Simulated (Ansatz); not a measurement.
# TaBr3: the cost of one run

Method: DFT PBE, scalar-relativistic, plane waves, PAW, in Ansatz 0.2.0.

## 1. Starting point

It takes space group Pmmn (No. 59, orthorhombic). Conventional cell: a = 3.920 Å, b = 5.592 Å, c = 21.000 Å, α = 90.00°, β = 90.00°, γ = 90.00°. Ta (site symmetry mm2) has 8 Br at 2.81 to 2.96 Å as nearest neighbours. Br (site symmetry m) has 1 Br at 2.25 Å and 2 Ta at 2.82 Å as nearest neighbours. Around Br (site symmetry mm2) lie 4 Ta at 2.81 to 2.96 Å.

As a file:

```
CELL_PARAMETERS angstrom
3.92021 0.00000 0.00000
0.00000 5.59241 0.00000
0.00000 0.00000 21.00000
ATOMIC_POSITIONS crystal
Ta 0.00000 0.50000 0.57136
Ta 0.50000 0.00000 0.42864
Br 0.50000 0.70135 0.65173
Br 0.50000 0.50000 0.47553
Br 0.00000 0.00000 0.52447
Br 0.50000 0.29865 0.65173
Br 0.00000 0.79865 0.34827
Br 0.00000 0.20135 0.34827
```

The cell is invented: species swapped into a sheet modelled on a layer of HfS3, with Ta on the Hf sites and Br on the S sites. Lengths come from tabulated atomic sizes and are only a guess.

It is a sheet, periodic along a and b, with vacuum along c; volumes and pressures of the box carry no meaning, and space groups named for it are those of the box.

## 2. Probe: one point on a coarse mesh

input.yaml reads:

```yaml
crystal:
  lattice:
    - [3.92021293, 0.0, 0.0]
    - [0.0, 5.59240593, 0.0]
    - [0.0, 0.0, 21.0]
  atoms:
    - { symbol: Ta, position: [0.0, 0.5, 0.57136251] }
    - { symbol: Ta, position: [0.5, 0.0, 0.42863749] }
    - { symbol: Br, position: [0.5, 0.70135067, 0.65172838] }
    - { symbol: Br, position: [0.5, 0.5, 0.47552987] }
    - { symbol: Br, position: [0.0, 0.0, 0.52447013] }
    - { symbol: Br, position: [0.5, 0.29864933, 0.65172838] }
    - { symbol: Br, position: [0.0, 0.79864933, 0.34827162] }
    - { symbol: Br, position: [0.0, 0.20135067, 0.34827162] }
  periodic: [true, true, false]
basis:
  ecutwfc: 420
kpoints:
  mp_grid: { grid: [4, 4, 1] }
hamiltonian:
  xc: pbe
scf:
  occupations: { method: gaussian, width: 0.1 }
  lower_state_search: "off"
output:
  forces: true
  stress: true
  eigenvalues: true
```

Launch:

```bash
ansatz run input.yaml --threads 1 --pin off --max-ram 2560MiB --backend cpu --events-out ev --progress --plain --runs-dir out
```

What time and memory should one allow on 1 thread of Intel Xeon at 2.70GHz, shared host?

About 38 s, with a peak of 0.9 GiB.
